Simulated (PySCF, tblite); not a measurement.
# C7H10FPSi: geometry, infrared bands and NMR shifts

What infrared bands and NMR shifts should C7H10FPSi (`Cc1cc(F)pc(C)c1[SiH3]`) show?

The runs use tblite 0.8.0 and PySCF 2.14.0, with density-fitted response routines of our own; the level of theory stands in each step. All values are computed, except where a source is named. Atoms are numbered from 0 throughout.

### Step 1. The molecule as given

20 atoms, charge 0, multiplicity 1; geometry from: force field or distance geometry start.

Bonds of the start (Å): C0–C1 1.51, C1–C2 1.34, C2–C3 1.38, C3–F4 1.36, C3–P5 1.75, P5–C6 1.75, C6–C7 1.48, C6–C8 1.38, C8–Si9 1.85, C8–C1 1.38, C0–H10 1.09, C0–H11 1.11, C0–H12 1.13, C2–H13 1.10, C7–H14 1.11, C7–H15 1.11, C7–H16 1.13, Si9–H17 1.47, Si9–H18 1.48, Si9–H19 1.50.

### Step 2. Optimising the geometry with GFN2-xTB

Job settings and geometry (Å):

```
{"job": {"kind": "relax", "xc": "GFN2-xTB", "basis": "xTB"}, "charge": 0, "multiplicity": 1}
C     -1.606700    -1.640200    -0.077100
C     -1.121000    -0.212200    -0.004600
C     -2.036600     0.765400     0.074400
C     -1.795700     2.125700     0.141500
F     -2.818000     3.017900     0.218900
P     -0.110100     2.577800     0.162700
C      0.901400     1.150400     0.068500
C      2.374600     1.306600     0.075100
C      0.250600    -0.065500     0.005700
Si     1.324700    -1.569900    -0.089200
H     -1.688500    -2.126600     0.894600
H     -0.990800    -2.248200    -0.777700
H     -2.610200    -1.565500    -0.593600
H     -3.104400     0.483700     0.059000
H      2.740700     1.776100     1.008300
H      2.827400     0.318800    -0.135900
H      2.612200     1.958300    -0.815400
H      1.763400    -1.848200    -1.466200
H      0.599800    -2.767200     0.395200
H      2.482000    -1.426400     0.852700
```

The run is started by

```console
> OMP_NUM_THREADS=1 python probes_run.py task.json out
```

This one command runs all jobs of the session in turn.

**Question.** This job is followed by: GFN2-xTB harmonic vibrations, gas phase; GIAO PBE0/pcSseg-1 NMR shielding, non-relativistic, gas phase. What will the session give for the following? strongest single infrared mode (GFN2-xTB); zero-point energy (GFN2-xTB); 13C shifts against TMS (PBE0/pcSseg-1); 1H shifts against TMS (PBE0/pcSseg-1, means over atoms taken as alike); 19F shifts against CFCl3 (PBE0/pcSseg-1); 31P shifts against H3PO4 (PBE0/pcSseg-1); 29Si shifts against TMS (PBE0/pcSseg-1); surface potential, 1st and 99th percentile.

**Answer**, as computed:

| quantity | value |
| --- | --- |
| strongest single infrared mode (GFN2-xTB) | 787 cm⁻¹, 380 km/mol |
| zero-point energy (GFN2-xTB) | 89.6 kcal/mol |
| 13C shifts against TMS (PBE0/pcSseg-1) | 213.0, 189.0, 155.3, 137.0, 126.0, 31.6, 31.0 ppm |
| 1H shifts against TMS (PBE0/pcSseg-1, means over atoms taken as alike) | 7.51, 4.54, 2.95, 2.74 ppm |
| 19F shifts against CFCl3 (PBE0/pcSseg-1) | -78.2 ppm |
| 31P shifts against H3PO4 (PBE0/pcSseg-1) | 155.9 ppm |
| 29Si shifts against TMS (PBE0/pcSseg-1) | -90.3 ppm |
| surface potential, 1st and 99th percentile | -0.81 V and 1.06 V |

**Reading.** Over 109 steps the energy fell by 0.959 eV; of the close pairs, C8–Si9 changed most, 1.851 to 1.903 Å. No mode is imaginary among the 54: a minimum at this level. The strongest single mode, at 787 cm⁻¹, moves mainly H17 and H18. GFN2-xTB is a fitted tight-binding method: band positions and strengths are rough. Its intensities can rank the bands wrongly. At PBE0/pcSseg-1: The largest span, 511 ppm, is at P5, where the paramagnetic term is -806 ppm. NICS(1)zz of -24 ppm above the planar ring from C1 marks a diatropic (aromatic) ring current. By nearest atom (PBE0/pcSseg-1), the HOMO sits on P5 40 %; C1 18 % and the LUMO on P5 35 %; C1 22 %.
